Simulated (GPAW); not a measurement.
# A workflow on GaNH3 (SMILES [NH2][GaH]), part 2 of 2

GPAW 26.7.0. Earlier steps stand in the parts before.

## Step 3: The harmonic vibrations at UPBEsol-D3(BJ)/plane waves (scalar-relativistic datasets, plane-wave cutoff 450 eV, shape nonlinear) (run 2)

relaxed.xyz

```xyz
5
Lattice="10.707984006714486 0.0 0.0 0.0 12.764106291777976 0.0 0.0 0.0 10.046941127050241" Properties=species:S:1:pos:R:3:initial_magmoms:R:1:forces:R:3 energy=-19.498126085265167 pbc="F F F"
N        5.16760789       5.47082513       5.02815181       0.20000000       0.01658950      -0.02075159      -0.01459346
Ga       6.20433498       6.95134726       5.47894349       0.20000000       0.00023379       0.01228172      -0.02086358
H        4.37285762       5.49876652       4.38014299       0.20000000      -0.00053790       0.00710756       0.00058961
H        5.25931338       4.56112891       5.48727059       0.20000000      -0.03494956      -0.01655231       0.01085849
H        5.90173471       8.29971737       4.62488239       0.20000000      -0.00196547       0.02542980       0.00964392
```

gah3n_vib.py

```python
from ase.calculators.mixing import SumCalculator
from ase.io import read
from ase.thermochemistry import IdealGasThermo
from ase.vibrations import Vibrations
from dftd3.ase import DFTD3
from gpaw import GPAW, PW, setup_paths
from gpaw.atom.configurations import parameters
from gpaw.atom.generator import Generator

system = read("relaxed.xyz")
system.set_initial_magnetic_moments([1 / len(system)] * len(system))

for symbol in ["Ga", "H", "N"]:
    Generator(symbol, xcname="PBEsol", scalarrel=True, nofiles=True, txt=None).run(**parameters[symbol])
setup_paths.insert(0, ".")

calc = GPAW(mode=PW(450),
            xc="PBEsol",
            occupations={"name": "fermi-dirac", "width": 0.0, "fixmagmom": True},
            convergence={"density": 1e-05},
            maxiter=100,
            symmetry="off",
            txt="gah3n.txt")
system.calc = SumCalculator([DFTD3(method="PBEsol", damping="d3bj"), calc])

energy = system.get_potential_energy()
vib = Vibrations(system, delta=0.01)
vib.run()
vib.summary()
freqs = vib.get_frequencies()
zpe = vib.get_zero_point_energy()

thermo = IdealGasThermo(vib_energies=vib.get_energies(), potentialenergy=energy, atoms=system, geometry="nonlinear",
                        symmetrynumber=1, spin=0.5, ignore_imag_modes=True)
H = thermo.get_enthalpy(1000.0, verbose=False)
S = thermo.get_entropy(1000.0, 100000.0, verbose=False)
G = thermo.get_gibbs_energy(temperature=1000.0, pressure=100000.0)
```

Started as:

```bash
$ python3 -u gah3n_vib.py | tee gah3n_vib.out
```

Log:

```text
---------------------
  #    meV     cm^-1
---------------------
  0   27.0i    218.1i
  1    4.5i     36.7i
  2    1.4i     11.5i
  3    1.7      14.0
  4   10.0      80.8
  5   22.1     178.4
  6   23.1     186.7
  7   54.6     440.1
  8   55.5     447.9
  9   84.9     684.6
 10   88.1     710.9
 11  180.3    1454.1
 12  217.2    1752.1
 13  432.6    3489.5
 14  448.6    3618.2
---------------------
Zero-point energy: 0.809 eV
Enthalpy components at T = 1000.00 K:
===============================
Enthalpy components at T = 1000.00 K:
===============================
E_pot                -19.498 eV
E_ZPE                  0.793 eV
Cv_trans (0->T)        0.129 eV
Cv_rot (0->T)          0.129 eV
Cv_vib (0->T)          0.348 eV
-------------------------------
U                    -18.099 eV
===============================
(C_v -> C_p)           0.086 eV
-------------------------------
H                    -18.013 eV
===============================

Entropy components at T = 1000.00 K and P = 100000.0 Pa:
=================================================
{"":15s}{"S":13s}     {"T*S:13s}
S_trans (1 bar)    0.0019658 eV/K        1.966 eV
S_rot              0.0010549 eV/K        1.055 eV
S_elec             0.0000597 eV/K        0.060 eV
S_vib              0.0007003 eV/K        0.700 eV
S (1 bar -> P)    -0.0000000 eV/K       -0.000 eV
-------------------------------------------------
S                  0.0037807 eV/K        3.781 eV
=================================================

Free energy components at T = 1000.00 K and P = 100000.0 Pa:
=======================
    H        -18.013 eV
 -T*S         -3.781 eV
-----------------------
    G        -21.794 eV
=======================
```

gah3n.txt, shortened:

```text
[...]
  mode=PW(ecut=450.00000000000006),
[...]
Number of symmetries: 1
[...]
  Number of IBZ points: 1
[...]
Cutoff: 450.00000000000006 eV
Spin-components: 2 (collinear spins)
Bands:           11
[...]
  Valence electrons: 11.0
[...]
  Grid points: [54 63 50]
  Charge: 0.0  # |e|
[...]
    cutoffs:
[...]
occupation numbers:
  Fixed magnetic moment: 1.000
[...]
xc functional:
  name: PBEsol with 2 nearest neighbor stencil
[...]
|iter     |     time |      energy | eigst |  dens |  magmom |
[...]
|iter:   1| 00:00:03 |  -21.947981 | +0.39 |       |  +0.9925|
[...]
Converged in 13 steps
[...]
dipole moment: (-0.089067, -0.136635, 0.012265)  # |e|*Ang
Total magnetic moment: (0.000000, 0.000000, 1.000000)
[...]
Converged in 9 steps
[...]
|iter:  10| 00:05:48 |  -19.475636c| -8.79c| -5.23c|  +1.0000|
Converged in 10 steps
[...]
Energy contributions relative to reference atoms: (reference = -54357.138722)
Energy contributions:
  Kinetic:          21.460202
  Coulomb:         -21.397788
  Zero:             -0.049237
  External:          0.000000
  Xc:              -19.488812
  Entropy:           0.000000
  Spinorbit:         0.000000
  ----------------------------
  Free energy:     -19.475636
  Extrapolated:    -19.475636
[...]
Total magnetic moment: (0.000000, 0.000000, 1.000000)
Local magnetic moments
|        x |        y |         z |
|----------|----------|-----------|
| 0.000000 | 0.000000 |  0.019113 |  # N    0
| 0.000000 | 0.000000 |  0.261885 |  # Ga   1
| 0.000000 | 0.000000 |  0.008499 |  # H    2
| 0.000000 | 0.000000 | -0.000759 |  # H    3
| 0.000000 | 0.000000 |  0.060569 |  # H    4
Fermi levels: -2.384, -3.838
Eigenvalues  # (at kpt = [0.000, 0.000, 0.000])
[...]
Gap: 1.604 eV
Transition (v -> c):
[...]
Forces  # eV/Ang
|        x |        y |        z |
|----------|----------|----------|
|  0.01551 | -0.01597 | -0.01561 |  # N    0
|  0.01238 | -0.03826 |  0.01410 |  # Ga   1
| -0.00133 |  0.00620 |  0.00106 |  # H    2
| -0.03279 | -0.01599 |  0.00950 |  # H    3
| -0.01410 |  0.07155 | -0.02326 |  # H    4
Force computation time: 0.241  # s
timing:  # [seconds]
  Total:  348.238  # ━━━━━━━━━━━━━━━━━━━━━━━━━━━━━━━━━━━━━━━━━━━━━━━━━━━━━━━━
  Init:     2.449  # ╸
  SCF:    308.143  # ━━━━━━━━━━━━━━━━━━━━━━━━━━━━━━━━━━━━━━━━━━━━━━━━━╸
  Forces:   8.058  # ━╸
  Move:    28.046  # ━━━━╸
```

Run time: 5.8 min. Hardware: 1 thread of AMD EPYC 9R45 (Zen 5), shared host; peak memory 0.7 GiB.

## Step 4: What came out

This closing draws on all 2 parts.

```
                                                                                 quantity                  value
run 1, UPBEsol-D3(BJ)/plane waves: energy as printed (from the program's reference atoms)            -19.4981 eV
                                         run 1, UPBEsol-D3(BJ)/plane waves: dipole moment                 0.79 D
                   run 1, UPBEsol-D3(BJ)/plane waves: HOMO energy (from the vacuum level)               -4.74 eV
                   run 1, UPBEsol-D3(BJ)/plane waves: LUMO energy (from the vacuum level)               -3.44 eV
                                     run 1, UPBEsol-D3(BJ)/plane waves: dispersion energy           -2.16 kJ/mol
                            run 2, UPBEsol-D3(BJ)/plane waves: lowest harmonic wavenumber  218i cm⁻¹ (imaginary)
                           run 2, UPBEsol-D3(BJ)/plane waves: highest harmonic wavenumber              3618 cm⁻¹
```

In words: The optimisation (run 1, UPBEsol-D3(BJ)/plane waves) took 19 steps and changed the energy by -1.770 eV. 1 mode is imaginary (lowest 218i cm⁻¹): a first-order saddle point, unless the integration grid spoils the Hessian.
